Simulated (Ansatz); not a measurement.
# BH₃ + CH₅N: a complex and its separated parts

The complex below is one end of an elementary step. How strongly is it bound against its free parts?

Program: Ansatz 0.2.0, Gaussian basis. Level of theory: PBE0-D4/def2-TZVP structures, single points in def2-TZVPP, no counterpoise correction. These are calculated values, not measurements.

Levels: SPW92, PBE-D4, BLYP-D4, r2SCAN-D4, B97M-V, PBE0-D4, B3LYP-D4, r2SCAN0-D4, BHLYP-D4, CAM-B3LYP-D4, wB97X-V, wB97M-V, B2PLYP, PBE-QIDH, RPA on PBE, Hartree-Fock, MP2, CCSD, CCSD(T).

Cores are frozen in the correlated methods. B3LYP uses VWN-RPA correlation. B2PLYP carries no dispersion term here.

94 further runs of the same task are left out: 94 set aside as unsound or not needed.

### 1 The starting structure

The complex: 11 atoms, charge 0, spin multiplicity 1.

Atoms are counted from 1 here; the program's logs count them from 0.

Bond lengths: B1–N2 1.626 Å, B1–H4 1.214 Å, B1–H5 1.214 Å, B1–H7 1.214 Å, N2–C3 1.469 Å, N2–H6 1.016 Å, N2–H8 1.016 Å, C3–H9 1.089 Å, C3–H10 1.092 Å, C3–H11 1.089 Å. Angles: N2–B1–H4 105.4°, N2–B1–H5 105.6°, N2–B1–H7 105.4°, H4–B1–H5 113.2°, H4–B1–H7 113.1°, H5–B1–H7 113.2°, B1–N2–C3 114.0°, B1–N2–H6 108.2°, B1–N2–H8 108.2°, C3–N2–H6 109.9°, C3–N2–H8 109.9°, H6–N2–H8 106.4°, N2–C3–H9 108.2°, N2–C3–H10 111.8°, N2–C3–H11 108.2°, H9–C3–H10 110.1°, H9–C3–H11 108.3°, H10–C3–H11 110.1°.

Coordinates:

```csv
atom,x (Å),y (Å),z (Å)
B1,-0.7095,1.1447,0.0027
N2,0.2827,-0.0254,0.5414
C3,0.4902,-1.1198,-0.4160
H4,-1.7692,0.5941,-0.2171
H5,-0.7715,1.9586,0.9012
H6,1.1740,0.3993,0.7794
H7,-0.1814,1.5798,-1.0004
H8,-0.1004,-0.3920,1.4077
H9,0.9032,-0.6979,-1.3306
H10,1.1608,-1.8848,-0.0195
H11,-0.4794,-1.5566,-0.6488
```

Its parts: BH₃ holds atoms 1, 4, 5, 7; CH₅N holds atoms 2, 3, 6, 8, 9, 10, 11. Each part counts its atoms afresh in its own runs.

### 2 Relaxing BH₃ alone

relax-a/in.yaml reads:

```yaml
crystal:
  periodic: [false, false, false]
  atoms:
    - {symbol: B, position_ang: [-0.709519, 1.144738, 0.002686]}
    - {symbol: H, position_ang: [-1.769150, 0.594069, -0.217112]}
    - {symbol: H, position_ang: [-0.771498, 1.958600, 0.901208]}
    - {symbol: H, position_ang: [-0.181399, 1.579768, -1.000410]}
basis:
  gaussian: {orbitals: def2-TZVP}
hamiltonian: {xc: pbe0, dispersion: d4}
relax: {f_tol: 0.005, max_steps: 200}
```

Run with:

```
ansatz run in.yaml --threads 2 --pin off --events-out ev --progress --plain --max-ram 4352MiB
```

The runs that follow: Relaxing CH₅N alone; SPW92/def2-TZVPP; PBE-D4/def2-TZVPP; BLYP-D4/def2-TZVPP; r2SCAN-D4/def2-TZVPP; B97M-V/def2-TZVPP; PBE0-D4/def2-TZVPP; B3LYP-D4/def2-TZVPP; r2SCAN0-D4/def2-TZVPP; BHLYP-D4/def2-TZVPP; CAM-B3LYP-D4/def2-TZVPP; wB97X-V/def2-TZVPP; wB97M-V/def2-TZVPP; B2PLYP/def2-TZVPP; PBE-QIDH/def2-TZVPP; RPA on PBE/def2-TZVPP; CCSD(T)/def2-TZVPP; Vibrations of BH₃; Vibrations of CH₅N.

**Question.** What will these runs give? Wanted: complex less parts, CCSD(T)/def2-TZVPP; with zero-point energy; largest T1 diagnostic.

As calculated:

| quantity | value |
| --- | --- |
| complex less parts, CCSD(T)/def2-TZVPP | -156.4 kJ/mol |
| with zero-point energy | -134.0 kJ/mol |
| largest T1 diagnostic | 0.009 |

At CCSD(T) the complex lies 156.4 kJ/mol below its parts. The functionals run from wB97X-V, off by -0.1 kJ/mol, to SPW92, off by -64.8 kJ/mol, against CCSD(T). By rung, the mean size of the error is: LDA 64.8, GGA 12.1, meta-GGA 6.8, hybrid 9.9, range-separated hybrid 1.3, double hybrid 9.3 kJ/mol. PBE-D4 gives a relative energy 16.4 kJ/mol too low, outside chemical accuracy (1 kcal/mol, 4.2 kJ/mol). No counterpoise was applied, and triple zeta lacks some correlation, so the CCSD(T) reference has a basis error of its own, and close matches with it are partly luck.
